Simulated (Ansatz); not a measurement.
Ir, space group P6_3/mmc, a relaxation of cell and ions

Computed with Ansatz 0.2.0 through its Python package.

Contents of `ir.extxyz`:
```text
2
Lattice="2.75137789 0.0 0.0 -1.37568895 2.38276315 0.0 0.0 0.0 4.46229" Properties=species:S:1:pos:R:3 pbc="T T T"
Ir    1.37568896    0.79425438    3.34671750
Ir   -0.00000001    1.58850878    1.11557250
```

`ir_vcrelax.py`
```python
# -*- coding: utf-8 -*-
'''Relax cell and ions of Ir.'''

import ansatz as az
from ase import Atoms
from ase.data import atomic_numbers
from ase.io import write
from ase.neighborlist import neighbor_list
import matplotlib.pyplot as plt
import numpy as np
import spglib

def edges_and_angles(cell):
    cell = np.asarray(cell)
    a, b, c = np.linalg.norm(cell, axis=1)
    cosines = cell[1] @ cell[2] / (b * c), cell[0] @ cell[2] / (a * c), cell[0] @ cell[1] / (a * b)
    return (a, b, c, *np.degrees(np.arccos(cosines)))


def main():
    ir = az.Crystal.from_extxyz('ir.extxyz')

    # every cell quantity that the symmetry leaves free
    base = (
        ir.calculation()
        .functional(az.Functional.PBESOL)
        .kpoints(14, 14, 8)
        .occupations('Fermi-Dirac', width=0.1)
        .relax(force_tolerance=0.05, max_steps=100, cell=True)
        .density()
    )
    steps = []


    def collect(event):
        if event['event'] == 'relax_step':
            steps.append(event['data'])


    outcome = base.session().plan().execute(on_event=collect)
    report = outcome.report
    for s in steps:
        flag = '' if s['accepted'] else '  (rejected)'
        print('step %2d  E = %.5f eV  largest force component = %.4f eV/A%s' % (s['step'], s['lagrangian_ev'], s['allowed_force_max_ev_ang'], flag))

    first, last = steps[0], steps[-1]
    symbols = [site.symbol for site in outcome.lattice.sites]
    print(f'energy gained {first["lagrangian_ev"] - last["lagrangian_ev"]:.4f} eV in {len(steps) - 1} steps')
    for label, vectors in (('before', first['cell_ang']), ('after', outcome.lattice.cell_ang)):
        print(label, 'a b c (A) {:.4f} {:.4f} {:.4f}  angles {:.2f} {:.2f} {:.2f}'.format(*edges_and_angles(vectors)), f' V = {abs(np.linalg.det(vectors)):.3f} A^3')
    print('final stress xx yy zz (GPa, compression positive):', np.round(np.diag(report['stress_gpa']), 3) + 0.0)

    relaxed = Atoms(symbols, positions=[site.position_ang for site in outcome.lattice.sites], cell=outcome.lattice.cell_ang, pbc=True)
    write('relaxed.extxyz', relaxed, format='extxyz')

    fig, (top, bottom) = plt.subplots(2, 1, sharex=True, figsize=(4.5, 4))
    top.plot([s['lagrangian_ev'] - last['lagrangian_ev'] for s in steps], 'o-')
    top.set_ylabel('E - E(final) (eV)')
    bottom.semilogy([max(s['allowed_force_max_ev_ang'], 1e-6) for s in steps], 's-')
    bottom.set(xlabel='step', ylabel='largest force (eV/A)')
    fig.tight_layout()
    fig.savefig('relax.png', dpi=100)

    final = Atoms(symbols, positions=last['positions_ang'], cell=outcome.lattice.cell_ang, pbc=True)
    i, j, d = neighbor_list('ijd', final, 4.5)
    print('neighbours within 1.1 times the shortest distance of each atom (A)')
    for atom in range(len(final)):
        near = [m for m in np.argsort(d) if i[m] == atom]
        shell = [m for m in near if d[m] < 1.1 * d[near[0]]]
        print(f'{symbols[atom]}{atom} ({len(shell)}):', ', '.join(f'{symbols[j[m]]} {d[m]:.3f}' for m in shell))

    fractions = [site.position_frac for site in outcome.lattice.sites]
    numbers = [atomic_numbers[s] for s in symbols]
    for tolerance in (1e-3, 1e-2, 1e-1):
        print(f'space group at {tolerance} A:', spglib.get_spacegroup((outcome.lattice.cell_ang, fractions, numbers), symprec=tolerance))

    for key in ('converged', 'n_iterations', 'n_electrons', 'n_kpoints', 'n_pw', 'n_symmetry_ops', 'free_energy_ev', 'fermi_energy_ev'):
        print(f'{key:18s} {report[key]}')

    rho = outcome.density()
    total = sum(ch.density_e_per_ang3 for ch in rho.channels[:2]) if len(rho.channels) < 3 else rho.channels[0].density_e_per_ang3
    print('grid', rho.dims, 'electrons', round(float(total.mean() * rho.cell_volume_ang3), 4))
    profile = total.mean(axis=(0, 2))
    print('planar average along grid axis 1 (e/A^3):')
    print(np.array2string(profile[:: max(len(profile) // 16, 1)], precision=4))


if __name__ == '__main__':
    main()
```

```console
$ python ir_vcrelax.py
DeckWarning: basis.ecutwfc = 420 eV, auto-derived from the records' recommended cutoffs: set by Ir (normal level)
step  1  E = -23597.90790 eV  largest force component = 0.0000 eV/A
step  2  E = -23597.74098 eV  largest force component = 0.0000 eV/A  (rejected)
step  3  E = -23597.94681 eV  largest force component = 0.0000 eV/A
step  4  E = -23597.94775 eV  largest force component = 0.0000 eV/A
step  5  E = -23597.94775 eV  largest force component = 0.0000 eV/A
step  6  E = -23597.94726 eV  largest force component = 0.0000 eV/A
energy gained 0.0394 eV in 5 steps
before a b c (A) 2.7514 2.7514 4.4623  angles 90.00 90.00 120.00  V = 29.254 A^3
after a b c (A) 2.7206 2.7206 4.4073  angles 90.00 90.00 120.00  V = 28.251 A^3
final stress xx yy zz (GPa, compression positive): [0.032 0.032 0.033]
neighbours within 1.1 times the shortest distance of each atom (A)
Ir0 (12): Ir 2.706, Ir 2.706, Ir 2.706, Ir 2.706, Ir 2.706, Ir 2.706, Ir 2.721, Ir 2.721, Ir 2.721, Ir 2.721, Ir 2.721, Ir 2.721
Ir1 (12): Ir 2.706, Ir 2.706, Ir 2.706, Ir 2.706, Ir 2.706, Ir 2.706, Ir 2.721, Ir 2.721, Ir 2.721, Ir 2.721, Ir 2.721, Ir 2.721
space group at 0.001 A: P6_3/mmc (194)
space group at 0.01 A: P6_3/mmc (194)
space group at 0.1 A: P6_3/mmc (194)
converged          True
n_iterations       6
n_electrons        34.0
n_kpoints          120
n_pw               549
n_symmetry_ops     24
free_energy_ev     -23597.94725561484
fermi_energy_ev    25.82034008958245
grid (20, 20, 30) electrons 34.0
planar average along grid axis 1 (e/A^3):
[0.5833 0.6317 0.7623 0.9405 1.1254 1.284  1.4064 1.5053 1.5913 1.6561
 1.6808 1.6561 1.5913 1.5053 1.4064 1.284  1.1254 0.9405 0.7623 0.6317]
```
(Warnings from the package without file and line.)

`relaxed.extxyz`, as written:
```text
2
Lattice="2.7206304877981466 2.8544911000670116e-09 0.0 -1.360315246371135 2.3561351153163987 0.0 0.0 0.0 4.407255964407763" Properties=species:S:1:pos:R:3 pbc="T T T"
Ir       1.36031524       0.78537837       3.30544197
Ir      -0.00000000       1.57075674       1.10181399
```

Caveats:
- Absolute energies stand on the zero of these potentials, so only differences at equal settings mean something. A total without «per atom» is that of the cell as typed.
- Forces vanish by symmetry, so the ions can't move, and the end may be a saddle.
- Only differences from the Fermi energy are physical; the zero of the scale is a convention.
- Energies along a relaxation are free energies. Rows at an unchanged volume are solved on a plane-wave basis chosen afresh for that cell, so the energy jumps there and such rows are no steps of the walk.
- Spin-orbit coupling, which matters for elements this heavy, is left out.
- Grid values close to the nuclei reflect the PAW or pseudopotential construction, not the all-electron fields.
- This isn't the structure that Ir takes at ambient conditions.
- It ran for 17 s on 1 thread of Intel(R) Xeon(R) Processor @ 2.30GHz, on a shared host, peak memory 0.62 GiB.
